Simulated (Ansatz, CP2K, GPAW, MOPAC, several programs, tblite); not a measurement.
# CsPbI2Br from cheap methods to r2SCAN

Aim: run CsPbI2Br through methods of unlike cost and see what each gets, and at what price.

Method: no spin polarisation, static lattice; gaps from single points on the cell relaxed beforehand with r²SCAN, in MOPAC, tblite, CP2K, Ansatz, GPAW (versions at each run).

4 further runs of the same task are left out: 4 set aside as unsound or not needed.

## 1. Starting point

The structure is tetragonal, space group P4/mmm (No. 123). Conventional cell: a = 6.365 Å, b = 6.365 Å, c = 5.924 Å, α = 90.00°, β = 90.00°, γ = 90.00°. Cs (site symmetry 4/mmm) has 8 I at 4.35 Å as nearest neighbours. Around Pb (site symmetry 4/mmm) lie 2 Br at 2.96 Å and 4 I at 3.18 Å. I (site symmetry mmm) has 2 Pb at 3.18 Å and 4 Cs at 4.35 Å as nearest neighbours. Br (site symmetry 4/mmm) has 2 Pb at 2.96 Å as nearest neighbours.

Coordinates:

```cif
data_structure
_symmetry_space_group_name_H-M 'P 1'
_symmetry_Int_Tables_number 1
_cell_length_a 6.3651
_cell_length_b 6.3651
_cell_length_c 5.9242
_cell_angle_alpha 90.000
_cell_angle_beta 90.000
_cell_angle_gamma 90.000
_cell_volume 240.02
loop_
_atom_site_label
_atom_site_type_symbol
_atom_site_fract_x
_atom_site_fract_y
_atom_site_fract_z
_atom_site_occupancy
Cs1 Cs 0.50000 0.50000 0.50000 1
Pb1 Pb 0.00000 0.00000 0.00000 1
I1 I 0.00000 0.50000 0.00000 1
I2 I 0.50000 0.00000 0.00000 1
Br1 Br 0.00000 0.00000 0.50000 1
```

The structure type (database structure) is imposed and need not be the compound's stable one.

**Question.** The methods are PM6, PM7, GFN1-xTB (tblite), GFN2-xTB (tblite), PBE/DZVP, PBE/SZV, coarse PBE, GLLB-SC, PBE, r2SCAN. What gap does r2SCAN give on this cell, and which other methods (full PBE left aside) come nearest to r2SCAN and farthest in gap, volume and bulk modulus?

| quantity | value |
| --- | --- |
| r2SCAN | gap 1.75 eV, 48.00 Å³/atom, B₀ 18 GPa |
| gap: nearest and farthest of the other methods | PBE/DZVP, PBE/SZV, coarse PBE (about 0.37 eV off); PM7 (+4.98 eV) |
| volume: nearest and farthest of the other methods | PBE/DZVP (+2.7 %), PBE/SZV (+7.7 %) |
| bulk modulus: nearest and farthest of the other methods | PBE/SZV (-5 %), PM7 (+49 %) |

What this shows: For the gap (full PBE left aside), PBE/DZVP, PBE/SZV, coarse PBE tie for nearest to r2SCAN; PM7 is farthest. Among the 4 methods compared for the volume (full PBE left aside), PBE/DZVP is nearest to r2SCAN and PBE/SZV farthest. Among the 4 methods compared for the bulk modulus (full PBE left aside), PBE/SZV is nearest to r2SCAN and PM7 farthest. A minimal basis or a coarse cutoff and mesh shifts results by its own error, so closeness to r2SCAN can be chance. Cluster runs see only the k-points that fold onto the zone centre, so their gaps can miss the band edges. GLLB-SC is compared with its derivative discontinuity added. GFN1-xTB (tblite) ended in an unphysical state and is left out of the comparison. No volume is given for PM6, coarse PBE, which can hide a larger miss. The crystal is layered or molecular; volumes and moduli at fixed shape hide how each method binds the layers. CPU times run from 1.6 s (GFN1-xTB (tblite)) to 94 s (GLLB-SC). On this cell GLLB-SC cost more than r2SCAN itself (31 s), so it is no saving here. r2SCAN is a yardstick, not the truth: it usually gives gaps below the measured ones. Spin-orbit coupling is left out throughout.
